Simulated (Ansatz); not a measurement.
InP, space group F-43m: a convergence test of the plane-wave cutoff, run with Ansatz 0.2.0, Python API.

`run_ecut.py`:
```python
'''Convergence of InP with the plane-wave cutoff.'''

import ansatz as az
import pandas as pd

lattice = az.Lattice.of(
    [0.0, 2.9305, 2.9305],
    [2.9305, 0.0, 2.9305],
    [2.9305, 2.9305, 0.0],
)
sites = [
    ('In', [0.0, 0.0, 0.0]),
    ('P', [0.25, 0.25, 0.25]),
]
inp = az.Crystal(lattice=lattice)
for symbol, position in sites:
    inp = inp.atom(symbol, position)

base = (
    inp.calculation()
    .functional('pbe', dispersion='d3bj')
    .kpoints(6, 6, 6)
    .occupations('Fixed')
    .forces()
    .stress()
)

rows = []
for value in [250, 325, 400, 475, 550, 625]:
    summary = base.basis(value).run(threads=1, backend='cpu').report
    rows.append((value, summary['free_energy_ev'] / len(summary['lattice']['sites']), summary['n_iterations'], sum(summary['stress_gpa'][i][i] for i in range(3)) / 3, max(abs(f) for row in summary['forces_ev_ang'] for f in row), summary['n_pw']))

table = pd.DataFrame(rows, columns=['cutoff (eV)', 'F/atom (eV)', 'iterations', 'P (GPa)', 'max component (eV/A)', 'plane waves'])
print(table.round(5).to_string(index=False))

# the last row is the reference
for row in rows[:-1]:
    shift = 1000 * (row[1] - rows[-1][1])
    print(f'{row[0]}: {shift:+.2f} meV/atom' + ('  (within 5 meV)' if abs(shift) < 5 else ''))
```

How fast does the energy converge with the cutoff (threshold 5 meV an atom)?

From 400 eV on it stays within 5 meV an atom of the value at 625 eV; the first row (250 eV) is off by 561.7 meV and the last but one by 0.09 meV. The energy falls steadily, as expected when plane waves are added. The pressure moves from 1.15 to 1.12 GPa (the program's stress holds a Pulay correction, so it settles early).

The output:

Running `python run_ecut.py` prints:
```text
DeckWarning: basis.ecutwfc = 250 eV is below the records' recommended 420 eV, and the density's cutoff is lower with it unless basis.ecutrho_ratio is high enough to keep the records' density cutoff: compare with a run at a higher cutoff
DeckWarning: basis.ecutwfc = 325 eV is below the records' recommended 420 eV, and the density's cutoff is lower with it unless basis.ecutrho_ratio is high enough to keep the records' density cutoff: compare with a run at a higher cutoff
DeckWarning: basis.ecutwfc = 400 eV is below the records' recommended 420 eV, and the density's cutoff is lower with it unless basis.ecutrho_ratio is high enough to keep the records' density cutoff: compare with a run at a higher cutoff
 cutoff (eV)  F/atom (eV)  iterations  P (GPa)  max component (eV/A)  plane waves
         250  -3176.73842           7  1.15198                   0.0          459
         325  -3177.28353           6  1.18541                   0.0          645
         400  -3177.29843           6  1.12814                   0.0          941
         475  -3177.29971           6  1.11826                   0.0         1243
         550  -3177.30001           6  1.11622                   0.0         1459
         625  -3177.30010           6  1.11533                   0.0         1807
250: +561.67 meV/atom
325: +16.57 meV/atom
400: +1.66 meV/atom  (within 5 meV)
475: +0.38 meV/atom  (within 5 meV)
550: +0.09 meV/atom  (within 5 meV)
```
(Warnings from the package without file and line.)

Caveats:
- Forces vanish by symmetry here and test nothing.
- Of the deposited cell: the entry's cell lengths or inner coordinates differ somewhat from later room-temperature determinations.
- Pressure is positive in compression.
- The starting cell is as deposited in a crystallographic database; the results hold for this polymorph, which needn't be the stable one.
- Shifts are counted from the last row, which is itself no proven limit.
- Timing: 7.5 s on 1 thread of Arm Neoverse V2, on a shared host, peak memory 0.44 GiB.
